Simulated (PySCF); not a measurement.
# MoF₃: relaxation and vibrations of the quartet

Where does quartet MoF₃ go from a B3LYP minimum start, is the end point a minimum, and what are its modes, charges and moments?

Program: PySCF 2.14.0. Level of theory: B3LYP, basis Mo def2-SVP with ECP28, F def2-SVP, scalar-relativistic core potentials, no spin–orbit coupling, density fitting. These are calculated values, not measurements.

### 1 The system as given

4 atoms, charge 0, spin multiplicity 4.

Bond lengths: Mo1–F2 1.858 Å, Mo1–F3 1.858 Å, Mo1–F4 1.858 Å. Angles: F2–Mo1–F3 120.0°, F2–Mo1–F4 120.0°, F3–Mo1–F4 120.0°.

Z-matrix (Å, degrees; charge 0 multiplicity 4):
```
Mo
F  1 1.8583
F  1 1.8583 2 120.00
F  1 1.8583 2 120.00 3 180.00
```

### 2 The SCF at the typed geometry

One driver script runs all steps and calls PySCF; scf.py shows how it sets up the SCF of each step. The optimiser is the driver's own. After this first run the driver tries any further starts and a stability analysis.

The input, scf.py:

```python
from pyscf import gto, scf, dft
mol = gto.M(atom='''
Mo    -0.000000     0.000000    -0.000000
F     -0.004996     0.000000     1.858309
F      1.611841    -0.000000    -0.924827
F     -1.606844     0.000000    -0.933481''',
    basis={'Mo': 'def2-SVP', 'F': 'def2-SVP'},
    ecp={'Mo': 'def2-SVP'},
    charge=0, spin=3)
mf = dft.UKS(mol, xc='B3LYP')
mf.grids.atom_grid = (50, 194)
aux = {'Mo': 'def2-universal-JKFIT', 'F': 'def2-universal-JKFIT'}
mf = mf.density_fit(auxbasis=aux)
mf.conv_tol = 1e-08
mf.diis_space = 10
mf.max_cycle = 60
mf.init_guess = 'minao'
mf.verbose = 4
mf.kernel()
```

On the command line:

```
$ OMP_NUM_THREADS=2 python axn.py task.json out
```

The log of the run:

```text
init E= -359.916142605614
[... the frontier-level lines of each cycle are left out ...]
cycle= 1 E= -367.401064486284  delta_E= -7.48  |g|= 0.784  |ddm|= 2.12
cycle= 2 E= -365.90999272192  delta_E= 1.49  |g|=  2.2  |ddm|= 1.66
cycle= 3 E= -367.601428748871  delta_E= -1.69  |g|= 0.15  |ddm|= 1.33
cycle= 4 E= -367.612572237113  delta_E= -0.0111  |g|= 0.0547  |ddm|= 0.254
cycle= 5 E= -367.614212701659  delta_E= -0.00164  |g|= 0.00235  |ddm|= 0.0587
cycle= 6 E= -367.614219384585  delta_E= -6.68e-06  |g|= 0.00108  |ddm|= 0.005
cycle= 7 E= -367.614220166108  delta_E= -7.82e-07  |g|= 0.000846  |ddm|= 0.00184
cycle= 8 E= -367.614220431485  delta_E= -2.65e-07  |g|= 0.000325  |ddm|= 0.000766
cycle= 9 E= -367.614220483958  delta_E= -5.25e-08  |g|= 5.28e-05  |ddm|= 0.000372
cycle= 10 E= -367.61422048518  delta_E= -1.22e-09  |g|= 1.97e-06  |ddm|= 5.36e-05
Extra cycle  E= -367.614220485184  delta_E= -3.18e-12  |g|= 1.01e-06  |ddm|= 3.6e-06
converged SCF energy = -367.614220485184  <S^2> = 3.7562859  2S+1 = 4.0031417
```

This step, with its further starts and checks, took 14 s on 2 threads of Arm Neoverse N1, shared host.

The starts that the driver tried:

| start | energy (Eh) |
| --- | --- |
| the minimal-basis guess | -367.614220 |
| a thermally smeared density | -367.614220 |
| a smeared PBE density | -367.614220 |

The test of internal stability and the other starts found no lower solution of this spin.

### 3 Relaxing the quartet from the B3LYP minimum start

The program finds D3h symmetry in the start, which this walk keeps. The walk stops when the largest gradient is under 0.0003 Eh/bohr and the energy has settled too.

Edit scf.py of step 2 so:

```diff
@@ -3 +3 @@
-Mo    -0.000000     0.000000    -0.000000
+Mo    -0.000000     0.000000     0.000000
@@ -5 +5 @@
-F      1.611841    -0.000000    -0.924827
+F      1.611841     0.000000    -0.924827
@@ -17 +16,0 @@
-mf.init_guess = 'minao'
```

Energy and gradient, step by step:

| step | energy (Eh) | change (kJ/mol) | largest symmetric gradient (Eh/bohr) |
| --- | --- | --- | --- |
| 0 | -367.614220 | 0.00 | 0.00035 |
| 1 | -367.614222 | 0.00 | 0.00007 |

The walk took 5 s.

After 1 steps and 0.0 kJ/mol it ends at D3h: Mo–F 1.858 Å (×3); F–Mo–F 120.0° (×3).

### 4 Is it a minimum? Harmonic modes

The point is checked on the finer grid, and tightened if its gradient asks for it. The Hessian and the dipole derivatives come from central differences of analytic gradients, with steps of 0.02 bohr.

Edit scf.py of step 3 so:

```diff
@@ -3,4 +3,4 @@
-Mo    -0.000000     0.000000     0.000000
-F     -0.004996     0.000000     1.858309
-F      1.611841     0.000000    -0.924827
-F     -1.606844     0.000000    -0.933481''',
+Mo    -0.000000     0.000000    -0.000000
+F     -0.004996     0.000000     1.858219
+F      1.611763     0.000000    -0.924783
+F     -1.606767     0.000000    -0.933436''',
@@ -11 +11 @@
-mf.grids.atom_grid = (50, 194)
+mf.grids.atom_grid = (75, 302)
@@ -14 +14 @@
-mf.conv_tol = 1e-08
+mf.conv_tol = 1e-10
```

The driver hands on the density of the step before, so the log starts near convergence.

SCF at the final geometry:

```text
init E= -367.614175408728
[... the frontier-level lines of each cycle are left out ...]
cycle= 1 E= -367.614175408705  delta_E= 2.29e-11  |g|= 8.7e-06  |ddm|= 9.08e-06
Extra cycle  E= -367.614175408582  delta_E= 1.23e-10  |g|= 1.99e-05  |ddm|= 1.94e-05
converged SCF energy = -367.614175408582  <S^2> = 3.7562868  2S+1 = 4.0031422
```

The whole step took 42 s.

Geometry: D3h; Mo–F 1.858 Å (×3); F–Mo–F 120.0° (×3).

Harmonic modes (main isotopes):

```tsv
symmetry	ω (cm⁻¹)	IR (km/mol)	μ (u)
a2''	143	16.0	27.01
e'	156	17.0	21.17
a1'	678	0.0	19.00
e'	714	333	23.57
```

No imaginary mode, so this is a minimum.

Properties at this point:

```yaml
Dipole_moment: 0.00 D
Highest_occupied_level: -6.86 eV
Lowest_empty_level: -3.22 eV
Rotational_constants: 0.1713, 0.1713, 0.08566 cm⁻¹
Zero-point_energy: 15.3 kJ/mol
Principal_polarisabilities: 29.1, 30.5, 30.5 bohr³
Atomisation_energy_without_zero-point_energy: 1553 kJ/mol
Principal_traceless_quadrupole_moments_about_the_centre_of_mass: -3.43, -3.43, 6.85 D Å
Entropy_at_298.15_K_and_1_bar_electronic_part_spin_only: 314.2 J/(mol K)
Heat_capacity_Cp_at_298.15_K: 67.5 J/(mol K)
Enthalpy_at_298.15_K_above_0_K: 15.85 kJ/mol
Rotational_symmetry_number: 6
Spin_squared_⟨S²⟩: 3.756
```

Populations by atom (charges in e):

```json
{"atom": "Mo1", "Mulliken": "1.07", "Löwdin": "0.47", "polar tensor": "1.81", "spin (Mulliken)": "2.88", "Mayer order to Mo1": "–"}
{"atom": "F2,3,4", "Mulliken": "-0.36", "Löwdin": "-0.16", "polar tensor": "-0.60", "spin (Mulliken)": "0.04", "Mayer order to Mo1": "1.07"}
```

Mulliken populations on Mo1 (outside its core potential): s 2.39, p 6.31, d 4.18, f 0.05.

### 5 Results

| quantity | value |
| --- | --- |
| minimum | quartet, D3h |
| geometry | Mo–F 1.858 Å (×3); F–Mo–F 120.0° (×3) |
| wavenumbers (cm⁻¹) | 143 (a2''), 156 (e'), 678 (a1'), 714 (e') |
| dipole moment | 0.00 D |
| highest occupied, lowest empty level (either spin) | -6.86, -3.22 eV |
| polar-tensor charge of Mo1 | +1.81 e |
| zero-point energy | 15.3 kJ/mol |
| entropy at 298.15 K | 314.2 J/(mol K) |
| atomisation energy (no zero-point energy) | 1553 kJ/mol |
| ⟨S²⟩ | 3.756 |

What this shows: The molecule stays D3h, as typed, and the end point is a minimum. In the infrared the band at 714 cm⁻¹ (e', stretch) leads. Mo1 has a polar-tensor charge of +1.8 e (a dipole derivative, not a static charge), yet symmetry cancels the bond dipoles. Most of the spin sits on Mo1 (Mulliken spin 2.88, against 3 for the whole molecule). Other starts or spin states, not run here, may lie lower. One determinant may miss the lowest occupation of an open d or f shell.

The search up to here took 61 s.
